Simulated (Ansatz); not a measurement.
Write a Python script for the Python package of Ansatz (0.2.0) that makes a short molecular-dynamics run of CH3BrMg, SMILES [CH3][Mg][Br]. Settings (for the species named): BLYP, def2-SVP basis, multiplicity 1, D4 dispersion.

Input file `ch3brmg.xyz`:
```text
6

C    -0.60930    0.48940   -0.44730
Mg    0.80470   -0.68750    0.56770
Br    2.49450   -2.11210    1.75960
H    -1.47860   -0.06880   -0.69300
H    -0.21910    0.91320   -1.42070
H    -0.95020    1.40180    0.18760
```

`ch3brmg.py`:
```python
import ansatz as az
import numpy as np


def main() -> None:
    mol = az.Crystal.molecule_from_extxyz("ch3brmg.xyz")

    model = mol.calculation()
    model = model.basis(gaussian="def2-SVP").functional("blyp", dispersion="d4")
    symbols = [site.symbol for site in mol.cartesian_sites]
    start = np.array([site.position_ang for site in mol.cartesian_sites], dtype=float)
    data = model.relax(force_tolerance=0.02).run(threads=1, pin="off").report
    end = np.array(data["positions_ang"])
    minimum = az.Crystal.molecule()
    for symbol, place in zip(symbols, end):
        minimum = minimum.atom(symbol, place.tolist())

    model = (
        minimum.calculation()
        .basis(gaussian="def2-SVP")
        .functional("blyp", dispersion="d4")
        .md("nve", timestep=0.5, steps=20, temperature=500, initial_velocities="maxwell_boltzmann", seed=43)
    )
    frames = []
    res = model.session().plan().execute(on_event=lambda e: frames.append(e["data"]) if e["event"] == "md_step" else None)
    print("t (fs)   E_pot (eV)      E_kin (eV)   T (K)   d(0-1) (A)")
    for f in frames[::2]:
        xyz = np.array(f["positions_ang"])
        print(f"{f['time_fs']:6.2f} {f['lagrangian_ev']:14.5f} {f['e_kin_ev']:10.5f} {f['temperature_k']:8.1f} {np.linalg.norm(xyz[0] - xyz[1]):9.4f}")
    kept = np.array([f["conserved_ev"] for f in frames])
    print(f"conserved energy moves by at most {1000 * np.ptp(kept):.3f} meV")


if __name__ == "__main__":
    main()
```

```console
$ python ch3brmg.py
t (fs)   E_pot (eV)      E_kin (eV)   T (K)   d(0-1) (A)
  0.00   -76567.65786    0.25852    500.0    2.0977
  1.00   -76567.64143    0.24234    468.7    2.0934
  2.00   -76567.60523    0.20658    399.5    2.0889
  3.00   -76567.57427    0.17577    340.0    2.0840
  4.00   -76567.55727    0.15855    306.6    2.0786
  5.00   -76567.54320    0.14434    279.2    2.0730
  6.00   -76567.52429    0.12558    242.9    2.0675
  7.00   -76567.50852    0.11004    212.8    2.0625
  8.00   -76567.50983    0.11144    215.5    2.0582
  9.00   -76567.53280    0.13421    259.6    2.0548
 10.00   -76567.56569    0.16673    322.5    2.0522
conserved energy moves by at most 0.940 meV
```

Reading the output:
- Total energies depend on the basis set; only differences at equal settings carry meaning.
- The trajectory is only some femtoseconds long, so its temperature is not equilibrated; where the script doesn't relax first, it starts from a rough generated geometry.
- The temperature counts the internal degrees of freedom alone.
- Timing: 66 s on 1 thread of Arm Neoverse V1, with other jobs on the host, peak memory 0.21 GiB.
